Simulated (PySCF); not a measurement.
# C6H11NO: the cost of one run

Computed with PySCF 2.14.0 and routines of our own; the level stands in each step. Atoms count from 0.

## (1) The system as given

19 atoms, charge 0, multiplicity 1; geometry from: GFN2-xTB.

## (2) Magnetic properties: GIAO B97-2/pcSseg-1

Job settings and geometry (Å):

```
{"job": {"kind": "mag", "xc": "B97-2", "basis": "pcSseg-1", "isotopologues": 2}, "charge": 0, "multiplicity": 1}
C      2.037079     0.214135    -1.106352
C      1.604987     1.053086     0.049679
C      0.565295     0.836674     0.841835
C     -0.400620    -0.313461     0.725633
C     -0.883239    -0.763076     2.101652
N     -1.542857     0.068237    -0.098034
C     -1.724767    -0.390754    -1.344791
O     -1.006261    -1.175235    -1.915220
H      2.877049    -0.416832    -0.812581
H      1.237888    -0.420245    -1.477881
H      2.377352     0.854326    -1.918057
H      2.231849     1.914642     0.246676
H      0.349180     1.533141     1.641764
H      0.068290    -1.152353     0.205442
H     -1.394387     0.051184     2.612946
H     -0.033585    -1.071041     2.705183
H     -1.568022    -1.602507     2.008447
H     -2.167711     0.762575     0.280096
H     -2.637324     0.026753    -1.812556
```

Level: GIAO B97-2/pcSseg-1 magnetisability, rotational g tensor and spin-rotation constants, non-relativistic, gas phase.

Started as:

```console
$ OMP_NUM_THREADS=1 python excited_run.py task.json out
```

This one command runs all jobs of the session in turn.

Q: Estimate the wall time and peak memory of this first job on 1 thread of Intel Xeon 6975P-C, shared host.

About 34 s, with a peak of 0.85 GiB.
